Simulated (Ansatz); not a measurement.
# CH₅NSSi: how energies converge with the basis set

An exercise on one series of results from a longer session: the logs are not shown, and one member is left open.

Computed with Ansatz 0.2.0, Gaussian basis. Level: one geometry, several basis sets.

The runs, in order: PBE0-D4/def2-SVP; ωB97M-V/def2-SVP; PBE0-D4/def2-QZVPP; ωB97M-V/def2-QZVPP; the functionals' def2-TZVPP values are taken from earlier runs.

### Structure used throughout

The geometry comes from an earlier relaxation with PBE0-D4 in a triple-zeta def2 set; it is a stationary point, not always the lowest conformer.

SMILES `N=C([SiH3])S`, 9 atoms, charge 0, spin multiplicity 1.

Atoms are counted from 1 here; the program's logs count them from 0.

Bond lengths: N1–C2 1.266 Å, N1–H5 1.023 Å, C2–Si3 1.894 Å, C2–S4 1.778 Å, Si3–H6 1.486 Å, Si3–H7 1.479 Å, Si3–H8 1.487 Å, S4–H9 1.343 Å. Angles: C2–N1–H5 113.7°, N1–C2–Si3 118.6°, N1–C2–S4 123.2°, Si3–C2–S4 118.2°, C2–Si3–H6 108.3°, C2–Si3–H7 109.4°, C2–Si3–H8 108.5°, H6–Si3–H7 111.1°, H6–Si3–H8 108.3°, H7–Si3–H8 111.1°, C2–S4–H9 97.5°.

The first run:

in.yaml

```yaml
crystal:
  periodic: [false, false, false]
  atoms:
    - {symbol: N, position_ang: [-0.178149, 0.509360, -1.764096]}
    - {symbol: C, position_ang: [-0.391699, 0.225131, -0.548773]}
    - {symbol: Si, position_ang: [1.060444, -0.370696, 0.511229]}
    - {symbol: S, position_ang: [-1.979512, 0.412389, 0.229438]}
    - {symbol: H, position_ang: [-1.008113, 0.843316, -2.259571]}
    - {symbol: H, position_ang: [1.414466, 0.710869, 1.466197]}
    - {symbol: H, position_ang: [2.204686, -0.704137, -0.364728]}
    - {symbol: H, position_ang: [0.620032, -1.556685, 1.292893]}
    - {symbol: H, position_ang: [-1.653556, -0.115845, 1.420311]}
basis:
  gaussian: {orbitals: def2-SVP}
hamiltonian: {xc: pbe0, dispersion: d4}
output: {orbitals: {seedname: orbitals}}
```

On the command line:

```
$ ansatz run in.yaml --threads 2 --pin off --events-out ev --progress --plain --max-ram 4352MiB
```

Among the steps run: PBE0-D4 in def2-SVP; ωB97M-V in def2-SVP; PBE0-D4 in def2-QZVPP; ωB97M-V in def2-QZVPP.

One table of the session follows, with a row left open; its other results are not shown here.

It belongs to the step «Functionals by basis». 

```
functional       basis  HOMO (eV)
   PBE0-D4    def2-SVP      -7.38
   PBE0-D4  def2-TZVPP          ?
   PBE0-D4  def2-QZVPP      -7.57
   ωB97M-V    def2-SVP      -9.49
   ωB97M-V  def2-TZVPP      -9.69
   ωB97M-V  def2-QZVPP      -9.73
```

Estimate the missing values for PBE0-D4, def2-TZVPP.

The run gave: HOMO (eV): -7.54. In the column «HOMO (eV)» it lies between PBE0-D4, def2-QZVPP (-7.57) and PBE0-D4, def2-SVP (-7.38).
